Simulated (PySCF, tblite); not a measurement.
# C₅H₁₃ClOSi₂: geometry, infrared bands and NMR shifts

Aim: predict the infrared bands and NMR shifts of C₅H₁₃ClOSi₂ (`CCOC/C=C(/Cl)[SiH2][SiH3]`).

Computed with tblite 0.8.0 and PySCF 2.14.0, with density-fitted response routines of our own, on a single molecule in the gas phase. Atoms count from 0, in the outputs and in this text.

### 1 Starting geometry

22 atoms, charge 0, multiplicity 1; geometry from: force field or distance geometry start.

Bonds of the start (Å): C0–C1 1.51, C1–O2 1.45, O2–C3 1.41, C3–C4 1.52, C4–C5 1.34, C5–Cl6 1.77, C5–Si7 1.88, Si7–Si8 2.29, C0–H9 1.10, C0–H10 1.10, C0–H11 1.08, C1–H12 1.08, C1–H13 1.09, C3–H14 1.09, C3–H15 1.11, C4–H16 1.08, Si7–H17 1.49, Si7–H18 1.49, Si8–H19 1.49, Si8–H20 1.49, Si8–H21 1.50.

### 2 Optimising the geometry with GFN2-xTB

What the job is given:

```
{"job": {"kind": "relax", "xc": "GFN2-xTB", "basis": "xTB"}, "charge": 0, "multiplicity": 1}
C     -1.656400     2.063200    -0.810500
C     -1.849300     0.587900    -1.077400
O     -0.884800    -0.133200    -0.275700
C     -0.997200    -1.525800    -0.482700
C      0.010900    -2.273700     0.365900
C      1.251200    -1.924900     0.744900
Cl     2.106500    -3.104800     1.749800
Si     2.191200    -0.362200     0.297600
Si     1.796500     1.249800     1.882600
H     -2.381200     2.652000    -1.391900
H     -1.812500     2.291300     0.250100
H     -0.652700     2.379200    -1.066100
H     -1.685300     0.369700    -2.119200
H     -2.855000     0.276600    -0.793700
H     -0.858300    -1.780300    -1.528500
H     -2.002400    -1.852900    -0.157300
H     -0.357300    -3.243500     0.681700
H      3.643700    -0.672000     0.243600
H      1.824300     0.087300    -1.076900
H      2.255400     0.803900     3.231100
H      2.547400     2.498900     1.557000
H      0.354900     1.633000     1.996100
```

Launch:

```sh
$ OMP_NUM_THREADS=1 python probes_run.py task.json out
```

One launch serves the whole session: the jobs run in the order shown.

**Question.** This job is followed by: GFN2-xTB harmonic vibrations, gas phase; GIAO PBE0/pcSseg-1 NMR shielding, non-relativistic, gas phase. What will the session give for the following? strongest single infrared mode (GFN2-xTB); zero-point energy (GFN2-xTB); 13C shifts against TMS (PBE0/pcSseg-1); 1H shifts against TMS (PBE0/pcSseg-1, means over atoms taken as alike); 17O shifts against H2O (PBE0/pcSseg-1); 35Cl shifts against HCl (PBE0/pcSseg-1); 29Si shifts against TMS (PBE0/pcSseg-1); surface potential, 1st and 99th percentile.

As calculated:

```
                                                              quantity                                   value
                             strongest single infrared mode (GFN2-xTB)                    702 cm⁻¹, 580 km/mol
                                          zero-point energy (GFN2-xTB)                          100.3 kcal/mol
                                13C shifts against TMS (PBE0/pcSseg-1)      144.7, 144.7, 74.6, 70.4, 18.6 ppm
1H shifts against TMS (PBE0/pcSseg-1, means over atoms taken as alike)  6.59, 4.36, 4.25, 3.60, 3.54, 1.39 ppm
                                17O shifts against H2O (PBE0/pcSseg-1)                                56.7 ppm
                               35Cl shifts against HCl (PBE0/pcSseg-1)                                 272 ppm
                               29Si shifts against TMS (PBE0/pcSseg-1)                       -71.0, -107.0 ppm
                                 surface potential, 1st and 99th percentile                      -0.78 V and 1.05 V
```

**Reading.** The optimisation took 165 steps and gained 0.291 eV; among the close pairs (by a distance rule), C5–Cl6 changed most, from 1.770 to 1.733 Å. All 60 modes are real, so the xTB geometry is a minimum. The strongest single mode, at 702 cm⁻¹, moves mainly H17. GFN2-xTB is a fitted tight-binding method: band positions and strengths are rough. Its intensities can rank the bands wrongly. H16 (hydrogen on an alkene CH) lies farthest downfield among hydrogen, at 6.59 ppm; attached to an sp2 carbon and in the plane of the double bond. At PBE0/pcSseg-1: Shielding is most anisotropic at Cl6 (span 479 ppm, paramagnetic term -467 ppm). By nearest atom (PBE0/pcSseg-1), the HOMO sits on C4 27 %; Cl6 26 % and the LUMO on C4, C5 about 27 % each; H16 7 %.
